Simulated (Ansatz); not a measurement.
**CHCl2I: short molecular-dynamics run in Python**

How does CHCl2I move over a short run? A script is to give a short molecular-dynamics run; the system is CHCl2I. SMILES: ClC(Cl)I.

Program: the Python package of Ansatz 0.2.0. Level of theory: Hartree-Fock/def2-SVP. These are calculated values, not measurements.

## 1. The structure

Bond lengths: Cl1–C2 1.770 Å, C2–Cl3 1.756 Å, C2–I4 2.035 Å, C2–H5 1.094 Å. Angles: Cl1–C2–Cl3 108.6°, Cl1–C2–I4 112.0°, Cl1–C2–H5 109.3°, Cl3–C2–I4 107.4°, Cl3–C2–H5 108.1°, I4–C2–H5 111.4°.

No structure file is read: the coordinates are typed or built in the script.

## 2. The script

File chcl2i_md.py:

```python
"""A short Born-Oppenheimer trajectory of CHCl2I."""

import ansatz as az
import numpy as np

system = (
    az.Crystal.molecule()
    .atom("Cl", [-0.4877, -0.0319, 1.6795])
    .atom("C", [0.1066, 0.111, 0.018])
    .atom("Cl", [1.1222, -1.2776, -0.3336])
    .atom("I", [-1.4124, 0.1132, -1.3361])
    .atom("H", [0.7211, 1.0117, -0.0692])
)

setup = (
    system.calculation()
    .basis(gaussian="def2-SVP")
    .functional("hf")
    .md("nvt_nose_hoover", timestep=0.5, steps=40, temperature=500, initial_velocities="maxwell_boltzmann", seed=89, thermostat_time=20)
)
frames = []
setup.session().plan().execute(on_event=lambda e: frames.append(e["data"]) if e["event"] == "md_step" else None)
print("t (fs)   E_pot (eV)      E_kin (eV)   T (K)   d(0-1) (A)")
for f in frames[::3]:
    xyz = np.array(f["positions_ang"])
    print(f"{f['time_fs']:6.2f} {f['lagrangian_ev']:14.5f} {f['e_kin_ev']:10.5f} {f['temperature_k']:8.1f} {np.linalg.norm(xyz[0] - xyz[1]):9.4f}")
kept = np.array([f["conserved_ev"] for f in frames])
print(f"conserved energy moves by at most {1000 * np.ptp(kept):.3f} meV")
symbols = [site.symbol for site in system.cartesian_sites]
with open("last_frame.xyz", "w") as handle:
    handle.write(f"{len(symbols)}\nt = {frames[-1]['time_fs']} fs\n")
    handle.writelines("{:2s} {:10.5f} {:10.5f} {:10.5f}\n".format(s, *xyz) for s, xyz in zip(symbols, frames[-1]["positions_ang"]))
```

## 3. The calls as engine input

The engine receives this input:

```yaml
crystal:
  periodic: [false, false, false]
  atoms:
    - { symbol: Cl, position_ang: [-0.4877, -0.0319, 1.6795] }
    - { symbol: C, position_ang: [0.1066, 0.111, 0.018] }
    - { symbol: Cl, position_ang: [1.1222, -1.2776, -0.3336] }
    - { symbol: I, position_ang: [-1.4124, 0.1132, -1.3361] }
    - { symbol: H, position_ang: [0.7211, 1.0117, -0.0692] }
basis:
  gaussian:
    orbitals: def2-SVP
hamiltonian:
  xc: hf
md:
  timestep: 0.5
  n_steps: 40
  ensemble: nvt_nose_hoover
  temperature: 500.0
  nose_hoover:
    tau: 20.0
  initial_velocities: maxwell_boltzmann
  seed: 89
```

## 4. The run

Started as:

```console
$ python chcl2i_md.py
```

Q: Predict the main results. Wanted: total energy; dipole moment; mean temperature, second half; farthest move; largest change of the conserved energy.

The runs gave:

```
                              quantity            value
                          total energy   -34115.9085 eV
                         dipole moment           1.16 D
                     length of the run  40 steps, 20 fs
         mean temperature, second half            499 K
                         farthest move           0.16 Å
largest change of the conserved energy    0.10 meV/atom
```

**Reading.** The temperature swings between 431 and 543 K, with a mean of 499 K in the second half; 5 atoms fluctuate widely. The conserved energy stays within 0.10 meV/atom, so the time step holds. A run of 20 fs is far too short for averages. Reading the output:
- The trajectory is only some femtoseconds long, and gives no averages; where the script doesn't relax first, it starts from a rough generated geometry.
- def2 sets replace the cores of elements past krypton by effective core potentials.
- The temperature counts the internal degrees of freedom alone.
